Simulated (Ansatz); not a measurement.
# CH₄AlFN+: geometry optimisation

Aim: relax CH₄AlFN+ at this level.

Program: Ansatz 0.2.0. Level of theory: RKS r2SCAN0-D4/def2-SVP. These are calculated values, not measurements.

## 1. The system as given

SMILES `C=[NH+][AlH][F]`, 8 atoms, charge 1, spin multiplicity 1.

Atoms are counted from 1 here; the program's logs count them from 0.

Bond lengths: C1–N2 1.290 Å, C1–H5 1.107 Å, C1–H6 1.107 Å, N2–Al3 1.958 Å, N2–H7 1.037 Å, Al3–F4 1.651 Å, Al3–H8 1.562 Å. Angles: N2–C1–H5 119.8°, N2–C1–H6 121.6°, H5–C1–H6 118.5°, C1–N2–Al3 127.3°, C1–N2–H7 115.1°, Al3–N2–H7 117.5°, N2–Al3–F4 105.7°, N2–Al3–H8 115.4°, F4–Al3–H8 138.9°.

As a file:

```xyz
8
charge 1, multiplicity 1
C    -0.46972    1.14269   -0.63353
N    -0.50257    0.16329    0.20519
Al    0.84666   -1.23460    0.45210
F     0.27004   -2.20461    1.65759
H     0.39551    1.25565   -1.31526
H    -1.28979    1.88377   -0.69246
H    -1.34539    0.12800    0.80817
H     2.09525   -1.13419   -0.48180
```

## 2. Relaxation

File input.yaml:

```yaml
crystal:
  periodic: [false, false, false]
  atoms:
    - { symbol: C, position_ang: [-0.469716, 1.142693, -0.63353] }
    - { symbol: "N", position_ang: [-0.502571, 0.163289, 0.205192] }
    - { symbol: Al, position_ang: [0.846659, -1.234601, 0.452099] }
    - { symbol: F, position_ang: [0.270035, -2.204612, 1.657586] }
    - { symbol: H, position_ang: [0.395512, 1.25565, -1.315255] }
    - { symbol: H, position_ang: [-1.289786, 1.883775, -0.692459] }
    - { symbol: H, position_ang: [-1.345393, 0.127998, 0.80817] }
    - { symbol: H, position_ang: [2.09525, -1.134192, -0.481802] }
total_charge: 1
basis:
  gaussian: { orbitals: def2-SVP }
hamiltonian:
  xc: { name: r2SCAN0 }
  dispersion: d4
output:
  forces: true
relax:
  f_tol: 0.003
  max_steps: 120
```

Started as:

```
> ansatz run input.yaml --threads 1 --pin off --max-ram 2560MiB --backend cpu --events-out ev --progress --plain --runs-dir out
```

What does the calculation give? Wanted: energy gained; root mean square move.

As calculated:

```
             quantity      value
        energy gained  0.0351 eV
root mean square move    0.026 Å
```

In words: Bond lengths: C1–N2 1.275 Å, C1–H5 1.094 Å, C1–H6 1.094 Å, N2–Al3 1.929 Å, N2–H7 1.024 Å, Al3–F4 1.630 Å, Al3–H8 1.544 Å. Angles: N2–C1–H5 120.0°, N2–C1–H6 121.5°, H5–C1–H6 118.5°, C1–N2–Al3 127.5°, C1–N2–H7 115.1°, Al3–N2–H7 117.5°, N2–Al3–F4 105.6°, N2–Al3–H8 115.3°, F4–Al3–H8 139.0°. No frequencies were computed here.
